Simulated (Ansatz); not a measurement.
# CH₄N₂OSi: small, medium and large basis sets

An exercise on one series of results from a longer session: the logs are not shown, and one member is left open.

Program: Ansatz 0.2.0, Gaussian basis. Level of theory: one geometry, several basis sets. These are calculated values, not measurements.

Levels to be run: PBE0-D4/def2-SVP; ωB97M-V/def2-SVP; PBE0-D4/def2-QZVPP; ωB97M-V/def2-QZVPP; the functionals' def2-TZVPP values are taken from earlier runs.

## Structure used throughout

All runs share one geometry, relaxed beforehand with PBE0-D4 in a triple-zeta def2 set.

SMILES `N#CN[SiH2]O`, 9 atoms, charge 0, spin multiplicity 1.

Atoms are counted from 1 here; the program's logs count them from 0.

Bond lengths: N1–C2 1.156 Å, C2–N3 1.331 Å, N3–Si4 1.752 Å, N3–H6 1.010 Å, Si4–O5 1.634 Å, Si4–H7 1.474 Å, Si4–H8 1.478 Å, O5–H9 0.959 Å. Angles: N1–C2–N3 177.8°, C2–N3–Si4 123.1°, C2–N3–H6 114.7°, Si4–N3–H6 120.9°, N3–Si4–O5 114.1°, N3–Si4–H7 105.1°, N3–Si4–H8 104.9°, O5–Si4–H7 105.8°, O5–Si4–H8 111.6°, H7–Si4–H8 115.4°, Si4–O5–H9 119.1°.

The first run:

The input, in.yaml:

```yaml
crystal:
  periodic: [false, false, false]
  atoms:
    - {symbol: N, position_ang: [2.574841, -0.466190, 1.136426]}
    - {symbol: C, position_ang: [1.786266, -0.252461, 0.319301]}
    - {symbol: N, position_ang: [0.843425, -0.028149, -0.592673]}
    - {symbol: Si, position_ang: [-0.866450, -0.232464, -0.272711]}
    - {symbol: O, position_ang: [-1.566515, 1.048332, 0.460758]}
    - {symbol: H, position_ang: [1.162524, 0.459126, -1.418020]}
    - {symbol: H, position_ang: [-1.496332, -0.328581, -1.602162]}
    - {symbol: H, position_ang: [-0.953478, -1.450139, 0.560971]}
    - {symbol: H, position_ang: [-1.395783, 1.204225, 1.391108]}
basis:
  gaussian: {orbitals: def2-SVP}
hamiltonian: {xc: pbe0, dispersion: d4}
output: {orbitals: {seedname: orbitals}}
```

The run is started by

```sh
$ ansatz run in.yaml --threads 2 --pin off --events-out ev --progress --plain --max-ram 4352MiB
```

Among the steps run: PBE0-D4 in def2-SVP; ωB97M-V in def2-SVP; PBE0-D4 in def2-QZVPP; ωB97M-V in def2-QZVPP.

One of the session's tables, all rows but one given; the rest of the session is left out.

```
functional       basis  HOMO (eV)  LUMO (eV)
   PBE0-D4    def2-SVP      -7.79       0.43
   PBE0-D4  def2-TZVPP      -7.95      -0.17
   PBE0-D4  def2-QZVPP          ?          ?
   ωB97M-V    def2-SVP     -10.04       2.27
   ωB97M-V  def2-TZVPP     -10.23       1.41
   ωB97M-V  def2-QZVPP     -10.26       0.96
```

**Question.** Estimate the row for PBE0-D4, def2-QZVPP.

**Answer.** HOMO (eV): -7.98; LUMO (eV): -0.39. In the column «HOMO (eV)» it lies between ωB97M-V, def2-SVP (-10.04) and PBE0-D4, def2-TZVPP (-7.95).
